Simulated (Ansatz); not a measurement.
# Cu2: the cost of one run

Computed with Ansatz 0.2.0 (the levels named in each step, unless a step's input says otherwise).

### Step 1. The system as given

Bond lengths: Cu1–Cu2 2.226 Å.

Coordinates:

```xyz
2

Cu    0.0000    0.0000    0.0000
Cu    0.0000    0.0000    2.2256
```

### Step 2. A rough first relaxation, PBE-D4/def2-SVP

This run stands in another session on the same molecule. It ended at:

```xyz
2

Cu    0.0000    0.0000    0.0118
Cu    0.0000    0.0000    2.2137
```

### Step 3. Relaxation, PBE0-D4/def2-TZVPP

This run stands in another session on the same molecule. It ended at:

```xyz
2

Cu    0.0000    0.0000   -0.0285
Cu    0.0000    0.0000    2.2541
```

### Step 4. Bond length 2.0087 Å, PBE0-D4/def2-QZVPP

Input file input.yaml:

```yaml
crystal:
  periodic: [false, false, false]
  atoms:
    - { symbol: Cu, position_ang: [0.0, 0.0, 0.0] }
    - { symbol: Cu, position_ang: [0.0, 0.0, 2.0087] }
basis:
  gaussian: { orbitals: def2-QZVPP.json }
hamiltonian:
  xc: pbe0
  dispersion: d4
```

Command:

```sh
> ansatz run input.yaml --threads 4 --pin off --max-ram 10240MiB --backend cpu --events-out ev --progress --plain --runs-dir out
```

**Question.** How long does this run take on 4 threads of Intel Xeon at 2.50GHz (Skylake/Cascade Lake), shared host, and how much memory does it need?

About 4.8 s, with a peak of 0.39 GiB.
